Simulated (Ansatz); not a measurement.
# BH3O3: the cost of one run

Method: PBE0-D4/def2-TZVP structures, single points in def2-TZVPP, no counterpoise correction; program: Ansatz 0.2.0, Gaussian basis.

Levels: SPW92, PBE-D4, BLYP-D4, r2SCAN-D4, B97M-V, PBE0-D4, B3LYP-D4, r2SCAN0-D4, BHLYP-D4, CAM-B3LYP-D4, wB97X-V, wB97M-V, B2PLYP, PBE-QIDH, RPA on PBE, Hartree-Fock, MP2, CCSD, CCSD(T).

Correlated methods freeze the cores. B3LYP uses VWN-RPA correlation. B2PLYP carries no dispersion term here.

94 further runs of the same task are left out: 94 set aside as unsound or not needed.

### Step 1. The system as given

The complex: 10 atoms, charge 0, spin multiplicity 1.

Atoms are counted from 1 here; the program's logs count them from 0.

Bond lengths: B1–O3 1.358 Å, B1–O4 1.367 Å, B1–O6 1.375 Å, S2–H5 1.346 Å, S2–H7 1.342 Å, O3–H8 0.969 Å, O4–H9 0.960 Å, O6–H10 0.960 Å. Angles: O3–B1–O4 120.5°, O3–B1–O6 120.9°, O4–B1–O6 118.5°, H5–S2–H7 92.5°, B1–O3–H8 113.4°, B1–O4–H9 111.9°, B1–O6–H10 111.5°.

As a file:

```mol
BH5O3S
  3D, bonds by distance, orders not assigned

 10  8  0  0  0  0  0  0  0  0999 V2000
   -0.0136   -1.0250   -0.3275 B   0  0
   -0.0333    2.4123    1.3929 S   0  0
    0.8061   -0.7656    0.7238 O   0  0
    0.0120   -2.2451   -0.9442 O   0  0
   -0.7445    1.9055    0.3686 H   0  0
   -0.8844   -0.0696   -0.7968 O   0  0
    0.9125    2.8956    0.5727 H   0  0
    0.6974    0.1265    1.0858 H   0  0
    0.6490   -2.8376   -0.5390 H   0  0
   -1.4013   -0.3969   -1.5365 H   0  0
  1  3  8  0
  1  4  8  0
  1  6  8  0
  2  5  8  0
  2  7  8  0
  3  8  8  0
  4  9  8  0
  6 10  8  0
M  END
```

Its parts: BH3O3 holds atoms 1, 3, 4, 6, 8, 9, 10; H2S holds atoms 2, 5, 7. Each part counts its atoms afresh in its own runs.

### Step 2. Relaxing BH3O3 alone

relax-a/in.yaml

```yaml
crystal:
  periodic: [false, false, false]
  atoms:
    - {symbol: B, position_ang: [-0.013602, -1.025027, -0.327512]}
    - {symbol: O, position_ang: [0.806125, -0.765584, 0.723760]}
    - {symbol: O, position_ang: [0.011994, -2.245111, -0.944168]}
    - {symbol: O, position_ang: [-0.884387, -0.069610, -0.796808]}
    - {symbol: H, position_ang: [0.697448, 0.126482, 1.085840]}
    - {symbol: H, position_ang: [0.648976, -2.837581, -0.538963]}
    - {symbol: H, position_ang: [-1.401285, -0.396868, -1.536495]}
basis:
  gaussian: {orbitals: def2-TZVP}
hamiltonian: {xc: pbe0, dispersion: d4}
relax: {f_tol: 0.005, max_steps: 200}
```

Run with:

```console
$ ansatz run in.yaml --threads 4 --pin off --events-out ev --progress --plain --max-ram 9574MiB
```

**Question.** How long does this run take on 4 threads of Arm Neoverse V2, shared host?

About 4.3 s.
